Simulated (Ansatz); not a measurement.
# BFH4OSSi: the cost of one run

Computed with Ansatz 0.2.0, Gaussian basis. Level: the settings change from run to run.

## Step 1: The relaxed structure

The structure was relaxed beforehand with PBE0-D4 in a triple-zeta def2 set.

9 atoms, charge 0, spin multiplicity 1.

Atoms are counted from 1 here; the program's logs count them from 0.

Bond lengths: F1–B2 1.328 Å, B2–S3 1.819 Å, B2–O4 1.343 Å, S3–H6 1.342 Å, O4–Si5 1.653 Å, Si5–H7 1.481 Å, Si5–H8 1.481 Å, Si5–H9 1.485 Å. Angles: F1–B2–S3 119.5°, F1–B2–O4 118.4°, S3–B2–O4 122.1°, B2–S3–H6 94.8°, B2–O4–Si5 138.4°, O4–Si5–H7 107.9°, O4–Si5–H8 107.9°, O4–Si5–H9 110.1°, H7–Si5–H8 110.4°, H7–Si5–H9 110.3°, H8–Si5–H9 110.3°.

## Step 2: SVWN5/def2-TZVPD

This run has a point charge of -1.00 e beside it, high accuracy, the search for lower states set to full.

File in.yaml:

```yaml
crystal:
  periodic: [false, false, false]
  atoms:
    - {symbol: F, position_ang: [1.663042, -1.632290, -0.947200]}
    - {symbol: B, position_ang: [1.008409, -0.674579, -0.300729]}
    - {symbol: S, position_ang: [1.904847, 0.386341, 0.874002]}
    - {symbol: O, position_ang: [-0.304304, -0.523845, -0.541248]}
    - {symbol: Si, position_ang: [-1.546728, 0.448306, -0.048191]}
    - {symbol: H, position_ang: [3.089570, -0.215125, 0.685898]}
    - {symbol: H, position_ang: [-2.066098, 1.162318, -1.237250]}
    - {symbol: H, position_ang: [-2.597731, -0.417749, 0.533655]}
    - {symbol: H, position_ang: [-1.062507, 1.420322, 0.964062]}
basis:
  gaussian: {orbitals: def2-TZVPD, point_charges: [{charge: -1.00, position_ang: [7.231, 0.063, 0.839]}]}
hamiltonian: {xc: {name: SVWN5}}
accuracy: high
scf: {lower_state_search: full}
output: {forces: true}
```

Command:

```console
$ ansatz run in.yaml --threads 4 --pin off --events-out ev --progress --plain --max-ram 10444MiB
```

**Question.** How long does this run take on 4 threads of Arm Neoverse N1, shared host, and how much memory does it need?

About 23 s, with a peak of 1.5 GiB.
